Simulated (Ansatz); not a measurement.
**CH7N3Si: a nudged elastic band in two tries**

Aim: a band of images between two relaxed ends for this system. SMILES of the start: NC1(N)N[SiH2]1.

All numbers below are computed with Ansatz 0.2.0 (RKS B3LYP-D4/def2-SVP).

## 1. Starting point

Bond lengths: N1–C2 1.442 Å, C2–N3 1.441 Å, C2–N4 1.490 Å, C2–Si5 1.869 Å, N4–Si5 1.755 Å, N1–H6 1.026 Å, N1–H7 1.020 Å, N3–H8 1.019 Å, N3–H9 1.027 Å, N4–H10 1.020 Å, Si5–H11 1.484 Å, Si5–H12 1.486 Å. Angles (14 of 21 angles, heavy atoms first): N1–C2–N3 114.3°, N1–C2–N4 112.7°, N1–C2–Si5 114.8°, N3–C2–N4 117.2°, N3–C2–Si5 125.2°, N4–C2–Si5 61.8°, C2–N4–Si5 69.8°, C2–Si5–N4 48.4°, C2–N1–H6 109.4°, C2–N1–H7 109.1°, C2–N3–H8 111.0°, C2–N3–H9 109.1°, C2–N4–H10 115.7°, Si5–N4–H10 123.2°.

As a file:

```xyz
12

N    -0.7112    1.3464   -0.2221
C     0.0907    0.1993    0.1243
N     1.1932    0.4914    1.0047
N     0.3679   -0.6833   -1.0432
Si   -0.8021   -1.4397    0.0234
H    -0.1398    2.0144   -0.7517
H    -0.9853    1.8316    0.6327
H     1.6213   -0.3669    1.3503
H     1.9276    0.9745    0.4746
H     0.1250   -0.2979   -1.9559
H    -2.2539   -1.4298   -0.2840
H    -0.3565   -2.6952    0.6809
```

## 2. The run

input.yaml

```yaml
crystal:
  periodic: [false, false, false]
  atoms:
    - { symbol: "N", position_ang: [-0.711242, 1.346358, -0.222065] }
    - { symbol: C, position_ang: [0.09067, 0.199312, 0.124259] }
    - { symbol: "N", position_ang: [1.193164, 0.49139, 1.004659] }
    - { symbol: "N", position_ang: [0.367892, -0.683267, -1.043188] }
    - { symbol: Si, position_ang: [-0.802061, -1.439682, 0.023429] }
    - { symbol: H, position_ang: [-0.13978, 2.014371, -0.751663] }
    - { symbol: H, position_ang: [-0.985273, 1.831614, 0.632657] }
    - { symbol: H, position_ang: [1.621282, -0.366862, 1.350267] }
    - { symbol: H, position_ang: [1.927626, 0.974455, 0.474615] }
    - { symbol: H, position_ang: [0.125016, -0.29785, -1.955916] }
    - { symbol: H, position_ang: [-2.253912, -1.429825, -0.284007] }
    - { symbol: H, position_ang: [-0.356482, -2.695213, 0.680852] }
basis:
  gaussian: { orbitals: def2-SVP }
hamiltonian:
  xc: b3lyp
  dispersion: d4
neb:
  order_check: false
  images: 8
  f_tol: 0.05
  max_iterations: 8
  initial_path: idpp
  climbing: false
  final_atoms:
    - { symbol: "N", position_ang: [-0.70261748, 1.36752639, -0.19141266] }
    - { symbol: C, position_ang: [0.14866395, 0.22564375, 0.02794956] }
    - { symbol: "N", position_ang: [1.40945491, 0.54883392, 0.64874357] }
    - { symbol: "N", position_ang: [0.32607936, -0.65833956, -1.13108204] }
    - { symbol: Si, position_ang: [-0.76913917, -1.42963269, 0.00438462] }
    - { symbol: H, position_ang: [-0.11346749, 2.15597796, -0.47801294] }
    - { symbol: H, position_ang: [-1.16640285, 1.65217701, 0.67020972] }
    - { symbol: H, position_ang: [1.30827659, 0.7157798, 1.64991835] }
    - { symbol: H, position_ang: [2.07701807, -0.20794587, 0.51356259] }
    - { symbol: H, position_ang: [0.0442763, -0.25933456, -2.02502604] }
    - { symbol: H, position_ang: [-2.22878552, -1.48326943, -0.27157465] }
    - { symbol: H, position_ang: [-0.25645666, -2.68261572, 0.61623892] }
  n_images: 5
```

Launch:

```console
$ ansatz run input.yaml --threads 2 --pin off --max-ram 3072MiB --backend cpu --events-out ev --progress --plain --runs-dir out
```

Before running it: what results should come out? Wanted: first try.

The runs gave:

| quantity | value |
| --- | --- |
| first try | refused |
| cause | one key bears a name from other programs (dt, n_images) that this one doesn't know |

What this shows: The fault in the first input was caught at the input check and cost nothing.
